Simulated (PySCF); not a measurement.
# CH₆CdSi: NMR shieldings

Aim: compute the NMR shieldings of CH₆CdSi (`[CH3][Cd][SiH3]`).

Programs: PySCF 2.14.0, with routines of our own; each step states its level. All values are computed. Atoms count from 0.

### 1 The system as given

9 atoms, charge 0, multiplicity 1; geometry from: GFN2-xTB.

### 2 Relaxing the molecule at PBE0-D3(BJ)/def2-SVP

What the job is given:

```
{"job": {"xc": "PBE0", "basis": "def2-SVP", "d3": "d3bj", "grid": 1, "maxiter": 30, "shake": 0.03, "kind": "geom"}, "charge": 0, "multiplicity": 1}
Cd     0.097520    -0.043170     0.242030
C     -0.019070    -0.031750     2.465540
H     -1.068550    -0.226820     2.821710
H      0.421670     0.933270     2.902360
H      0.641790    -0.818500     2.838540
Si    -0.004480     0.036320    -2.372750
H      1.319900     0.376190    -3.009110
H     -0.916940     0.972910    -2.995770
H     -0.339110    -1.267900    -2.918220
```

On the command line:

```console
> OMP_NUM_THREADS=1 python heavy_run.py task.json out
```

The driver reads the jobs from task.json and runs them one after another.

Log:

```text
step   0  E = -498.60865886  max force = 0.022423
step   1  E = -498.61674454  max force = 0.007953
step   2  E = -498.61727735  max force = 0.003496
step   3  E = -498.61739021  max force = 0.000609
step   4  E = -498.61739956  max force = 0.000283
optimisation converged
```

It took 16 s on 1 thread of Arm Neoverse V2, shared host; peak memory 0.37 GiB.

Step by step:

| step | energy from step 0 (eV) | largest force component (eV/Å) |
| --- | --- | --- |
| 0 | 0.0000 | 1.1530 |
| 1 | -0.2200 | 0.4090 |
| 2 | -0.2345 | 0.1798 |
| 3 | -0.2376 | 0.0313 |
| 4 | -0.2378 | 0.0146 |

Distances of close pairs at the start and the end, largest changes first:

| bond | before (Å) | after (Å) | change (Å) |
| --- | --- | --- | --- |
| Cd0–Si5 | 2.618 | 2.516 | -0.102 |
| Cd0–C1 | 2.227 | 2.127 | -0.100 |
| Si5–H7 | 1.448 | 1.501 | +0.052 |
| Si5–H8 | 1.453 | 1.501 | +0.048 |
| C1–H3 | 1.147 | 1.101 | -0.046 |
| C1–H2 | 1.125 | 1.101 | -0.024 |
| C1–H4 | 1.093 | 1.101 | +0.008 |
| Si5–H6 | 1.508 | 1.500 | -0.008 |

The end geometry stands in the next job.

| at the end point | value |
| --- | --- |
| point group (found at 0.08 Å tolerance) | C3 |
| rotational constants (GHz, main isotopes) | 55.873, 1.870, 1.870 |
| dipole moment (D) | 1.05 |

### 3 NMR shieldings: PBE0/pcSseg-1 Cd:us-x2c-TZVPall-2c, spin–orbit

What the job is given:

```
{"job": {"kind": "hnmr", "xc": "PBE0", "basis": {"default": "pcSseg-1", "Cd": "us-x2c-TZVPall-2c"}, "rel": "so"}, "charge": 0, "multiplicity": 1}
Cd     0.028362    -0.007198     0.228817
C      0.009989    -0.032316     2.355119
H     -1.012435    -0.191133     2.732425
H      0.377872     0.922820     2.761107
H      0.647153    -0.840732     2.745904
Si     0.023691     0.017359    -2.287496
H      1.363790     0.373526    -2.860268
H     -0.958924     1.007416    -2.840464
H     -0.346767    -1.319191    -2.860813
```

Level: PBE0/pcSseg-1 Cd:us-x2c-TZVPall-2c GIAO NMR shielding, X2C with spin-orbit coupling, screened-nuclear two-electron part, Gaussian nuclei, gas phase.

Log:

```text
spin-free SCF
coarse grid: 34632 points
cycle   1  E = -5925.1523292940  dE = -3.311e-01  |g| = 4.910e-01  |ddm| = 9.857e+00
cycle   2  E = -5925.1051542117  dE =  4.718e-02  |g| = 7.096e-01  |ddm| = 1.140e+00
cycle   3  E = -5925.2012671077  dE = -9.611e-02  |g| = 4.000e-02  |ddm| = 6.559e-01
cycle   4  E = -5925.2014705843  dE = -2.035e-04  |g| = 1.999e-02  |ddm| = 7.157e-02
cycle   5  E = -5925.2015527154  dE = -8.213e-05  |g| = 7.739e-03  |ddm| = 2.867e-02
cycle   6  E = -5925.2015636054  dE = -1.089e-05  |g| = 1.201e-03  |ddm| = 7.021e-03
cycle   7  E = -5925.2015638428  dE = -2.374e-07  |g| = 3.628e-04  |ddm| = 1.904e-03
final grid: 69776 points
cycle   8  E = -5925.2001372801  dE = -5.949e-07  |g| = 1.354e-03  |ddm| = 1.177e-03
cycle   9  E = -5925.2001372484  dE =  3.170e-08  |g| = 7.929e-04  |ddm| = 9.470e-04
cycle  10  E = -5925.2001372899  dE = -4.158e-08  |g| = 5.173e-04  |ddm| = 8.380e-04
cycle  11  E = -5925.2001373180  dE = -2.802e-08  |g| = 2.485e-05  |ddm| = 3.121e-04
cycle  12  E = -5925.2001373181  dE = -1.137e-10  |g| = 2.574e-06  |ddm| = 2.937e-05
converged SCF energy = -5925.2001373181
two-component SCF
cycle   1  E = -5924.6980128523  dE = -5.925e+03  |FDS-SDF| = 3.751e+01
cycle   2  E = -5925.8330018300  dE = -1.135e+00  |FDS-SDF| = 2.799e-01
cycle   3  E = -5925.8333721552  dE = -3.703e-04  |FDS-SDF| = 8.080e-03
cycle   4  E = -5925.8333761478  dE = -3.993e-06  |FDS-SDF| = 4.939e-03
cycle   5  E = -5925.8333772265  dE = -1.079e-06  |FDS-SDF| = 1.732e-03
cycle   6  E = -5925.8333775251  dE = -2.986e-07  |FDS-SDF| = 3.145e-04
cycle   7  E = -5925.8333775514  dE = -2.625e-08  |FDS-SDF| = 4.599e-05
converged, E = -5925.8333775514

Field gradients (au) and densities at the nuclei (bohr^-3)
atom        Vxx        Vyy        Vzz        centre      nuclear mean
  0 Cd     2.9206     2.9216    -5.8422     143346.688     142690.621
  1 C      0.0177     0.0181    -0.0359        114.444        114.444
  2 H     -0.1451    -0.1581     0.3031          0.372          0.372
  3 H     -0.1452    -0.1583     0.3035          0.372          0.372
  4 H     -0.1453    -0.1584     0.3037          0.372          0.372
  5 Si     0.0441     0.0465    -0.0905       1576.167       1576.148
  6 H     -0.0684    -0.0724     0.1409          0.351          0.351
  7 H     -0.0684    -0.0723     0.1407          0.351          0.351
  8 H     -0.0683    -0.0723     0.1405          0.351          0.351
without picture change
  0 Cd                          -6.5057                    280071.199

Core orbital energies (eV)
atom   shell        mean    spread
  0 Cd 1s       -26569.699   0.000
  0 Cd 2s        -3967.850   0.000
  0 Cd 3s         -750.089   0.000
  0 Cd 4s         -112.786   0.000
  0 Cd 2p1/2     -3690.918   0.000
  0 Cd 2p3/2     -3498.828   0.032
  0 Cd 3p1/2      -638.932   0.000
  0 Cd 3p3/2      -604.230   0.108
  0 Cd 4p1/2       -76.633   0.000
  0 Cd 4p3/2       -70.717   0.085
  0 Cd 3d3/2      -407.943   0.114
  0 Cd 3d5/2      -401.011   0.148
  0 Cd 4d3/2       -15.458   0.260
  0 Cd 4d5/2       -14.682   0.238
  5 Si 1s        -1806.820   0.000
  5 Si 2s         -145.300   0.000
  5 Si 3s          -15.188   0.000
  5 Si 2p1/2       -99.794   0.000
  5 Si 2p3/2       -99.154   0.006

Shielding tensors (ppm)
atom      isotropic    diamagn.    paramagn.     s11        s22        s33       span
  0 Cd     3765.82     4501.44     -735.62    2796.07    2796.50    5704.88    2908.81
  1 C       179.43      251.39      -71.95     167.35     167.55     203.41      36.06
  2 H        31.35       29.47        1.88      25.33      28.64      40.08      14.75
  3 H        31.35       29.41        1.93      25.33      28.62      40.10      14.77
  4 H        31.34       29.39        1.95      25.33      28.61      40.10      14.77
  5 Si      460.72      865.43     -404.72     455.57     455.84     470.75      15.18
  6 H        27.90       28.02       -0.12      23.72      26.13      33.86      10.14
  7 H        27.91       28.04       -0.13      23.73      26.15      33.86      10.13
  8 H        27.91       28.04       -0.13      23.73      26.15      33.85      10.12
```

Wall time 82 s (1 thread of Arm Neoverse V2, shared host); peak memory 1.1 GiB.

Key values:

| quantity | value |
| --- | --- |
| energy from spin-orbit coupling | -0.6332 Eh |

Orbitals, density, ELF and potential are computed afterwards from the orbital file.

Frontier orbitals at PBE0/us-x2c-TZVPall-2c+pcSseg-1, with the share of their density that lies nearest to each atom:

| orbital | energy (eV) | lies on |
| --- | --- | --- |
| HOMO | -6.86 | C1 27 %; Si5 27 %; Cd0 17 % |
| LUMO | -0.88 | Cd0 60 %; H6 9 %; Si5 8 % |

ELF in a plane through or near 5 of the atoms.

Ten even steps from '0' (0.00) to '9' (1.00):
```
0000000000000000000000000000
0000000000000000000000000000
0000000000000000000000000000
0000000000000000000000000000
0000000000000000000022000000
0000000100011100000699710000
0000012222332111112899950000
0000134433642222135999950000
0000133111852565247799720000
0000220573742665446425310000
0000231563742645446425310000
0000377311852565246566310000
0002899996642222134455200000
0004999996222111121122100000
0003999995001100000000000000
0000699992000000000000000000
0000278851000000000000000000
0000001100000000000000000000
0000000000000000000000000000
0000000000000000000000000000
```
The map spans 10.9 Å across and 8.0 Å up, centred on the molecule. Atoms in the plane (x, y in Å): Cd0 (0.2, 0.0), C1 (2.4, 0.0), H4 (2.8, 1.0), Si5 (-2.3, 0.0), H7 (-2.8, -1.4).

On the surface of density 0.002 e/bohr³ the electrostatic potential runs, from the 1st to the 99th percentile, from -0.43 to 1.52 V.

### 4 NMR shieldings: PBE0/pcSseg-1 Cd:us-x2c-TZVPall-2c, spin-free

Settings changed since step 3:

```diff
@@ -1,2 +1,2 @@
-{"job": {"kind": "hnmr", "xc": "PBE0", "basis": {"default": "pcSseg-1", "Cd": "us-x2c-TZVPall-2c"}, "rel": "so"}, "charge": 0, "multiplicity": 1}
+{"job": {"kind": "hnmr", "xc": "PBE0", "basis": {"default": "pcSseg-1", "Cd": "us-x2c-TZVPall-2c"}, "rel": "sf"}, "charge": 0, "multiplicity": 1}
 Cd     0.028362    -0.007198     0.228817
```

With the program's defaults for keys left out, this is: PBE0/pcSseg-1 Cd:us-x2c-TZVPall-2c GIAO NMR shielding, spin-free X2C, Gaussian nuclei, gas phase.

Log:

```text
spin-free SCF
coarse grid: 34632 points
cycle   1  E = -5925.1523292940  dE = -3.311e-01  |g| = 4.910e-01  |ddm| = 9.857e+00
cycle   2  E = -5925.1051542117  dE =  4.718e-02  |g| = 7.096e-01  |ddm| = 1.140e+00
cycle   3  E = -5925.2012671077  dE = -9.611e-02  |g| = 4.000e-02  |ddm| = 6.559e-01
cycle   4  E = -5925.2014705843  dE = -2.035e-04  |g| = 1.999e-02  |ddm| = 7.157e-02
cycle   5  E = -5925.2015527154  dE = -8.213e-05  |g| = 7.739e-03  |ddm| = 2.867e-02
cycle   6  E = -5925.2015636054  dE = -1.089e-05  |g| = 1.201e-03  |ddm| = 7.021e-03
cycle   7  E = -5925.2015638428  dE = -2.374e-07  |g| = 3.628e-04  |ddm| = 1.904e-03
final grid: 69776 points
cycle   8  E = -5925.2001372801  dE = -5.949e-07  |g| = 1.354e-03  |ddm| = 1.177e-03
cycle   9  E = -5925.2001372484  dE =  3.170e-08  |g| = 7.929e-04  |ddm| = 9.470e-04
cycle  10  E = -5925.2001372899  dE = -4.158e-08  |g| = 5.173e-04  |ddm| = 8.380e-04
cycle  11  E = -5925.2001373180  dE = -2.802e-08  |g| = 2.485e-05  |ddm| = 3.121e-04
cycle  12  E = -5925.2001373181  dE = -1.137e-10  |g| = 2.574e-06  |ddm| = 2.937e-05
converged SCF energy = -5925.2001373181
check of the scalar solution
cycle   1  E = -5925.2001373181  dE = -5.925e+03  |FDS-SDF| = 3.466e+00
cycle   2  E = -5925.2007803646  dE = -6.430e-04  |FDS-SDF| = 2.873e-03
cycle   3  E = -5925.2007803650  dE = -4.029e-10  |FDS-SDF| = 3.299e-05
converged, E = -5925.2007803650

Field gradients (au) and densities at the nuclei (bohr^-3)
atom        Vxx        Vyy        Vzz        centre      nuclear mean
  0 Cd     2.9124     2.9135    -5.8258     143275.574     142619.513
  1 C      0.0180     0.0185    -0.0365        114.444        114.444
  2 H     -0.1450    -0.1581     0.3031          0.372          0.372
  3 H     -0.1452    -0.1583     0.3035          0.372          0.372
  4 H     -0.1453    -0.1584     0.3037          0.372          0.372
  5 Si     0.0446     0.0470    -0.0916       1576.171       1576.152
  6 H     -0.0684    -0.0724     0.1409          0.351          0.351
  7 H     -0.0684    -0.0723     0.1407          0.351          0.351
  8 H     -0.0683    -0.0723     0.1406          0.351          0.351
without picture change
  0 Cd                          -6.4960                    280079.595

Core orbital energies (eV)
atom   shell        mean    spread
  0 Cd 1s       -26570.913   0.000
  0 Cd 2s        -3968.086   0.000
  0 Cd 3s         -750.139   0.000
  0 Cd 4s         -112.792   0.000
  0 Cd 2p        -3560.765   0.046
  0 Cd 3p         -615.435   0.161
  0 Cd 4p          -72.619   0.125
  0 Cd 3d         -403.797   0.164
  0 Cd 4d          -14.989   0.494
  5 Si 1s        -1806.817   0.000
  5 Si 2s         -145.298   0.000
  5 Si 3s          -15.187   0.000
  5 Si 2p          -99.365   0.009

Shielding tensors (ppm)
atom      isotropic    diamagn.    paramagn.     s11        s22        s33       span
  0 Cd     3048.16     4857.48    -1809.33    2117.58    2117.94    4908.94    2791.36
  1 C       189.09      250.70      -61.61     182.05     182.27     202.94      20.89
  2 H        31.39       29.46        1.93      25.48      28.27      40.43      14.95
  3 H        31.39       29.41        1.98      25.48      28.24      40.46      14.97
  4 H        31.39       29.39        2.00      25.48      28.23      40.46      14.97
  5 Si      484.32      875.73     -391.41     482.43     485.13     485.39       2.96
  6 H        28.21       28.02        0.19      24.47      25.71      34.46       9.99
  7 H        28.21       28.04        0.17      24.46      25.72      34.44       9.98
  8 H        28.21       28.04        0.17      24.46      25.73      34.43       9.97
```

It took 25 s on 1 thread of Arm Neoverse V2, shared host; peak memory 0.97 GiB.

### 5 Shieldings side by side

| run | Cd0 | Si5 | C1 | H6 | H7 | H8 | H4 | time |
| --- | --- | --- | --- | --- | --- | --- | --- | --- |
| step 3, PBE0/pcSseg-1 Cd:us-x2c-TZVPall-2c, spin–orbit | 3765.8 | 460.7 | 179.4 | 27.9 | 27.9 | 27.9 | 31.3 | 82 s |
| step 4, PBE0/pcSseg-1 Cd:us-x2c-TZVPall-2c, spin-free | 3048.2 | 484.3 | 189.1 | 28.2 | 28.2 | 28.2 | 31.4 | 25 s |

### 6 Summary of results

```
                                                                                quantity                                value
                                                                             point group                                   C3
                                                    rotational constants (main isotopes)                55.87, 1.87, 1.87 GHz
energy from spin-orbit coupling (step 3, PBE0/pcSseg-1 Cd:us-x2c-TZVPall-2c, spin–orbit)                           -0.6332 Eh
                     shieldings (step 3, PBE0/pcSseg-1 Cd:us-x2c-TZVPall-2c, spin–orbit)  Cd0 3765.8, C1 179.4, Si5 460.7 ppm
                                                   surface potential, 1st and 99th percentile                   -0.43 V and 1.52 V
                      shieldings (step 4, PBE0/pcSseg-1 Cd:us-x2c-TZVPall-2c, spin-free)  Cd0 3048.2, C1 189.1, Si5 484.3 ppm
```

In words: The start was shaken at random, so part of the energy gained undoes that. Relaxing lowered the energy by 0.238 eV in 4 steps; the close pair that moved most is Cd0–Si5, from 2.618 to 2.516 Å. A contracted two-component basis is stiff near heavy nuclei, so the absolute shieldings of the heavy atoms from it are rough. In step 3, Cd0 has the widest tensor, 2909 ppm. Cd0 moves most between the runs, by 718 ppm; the labels say what changes from run to run.
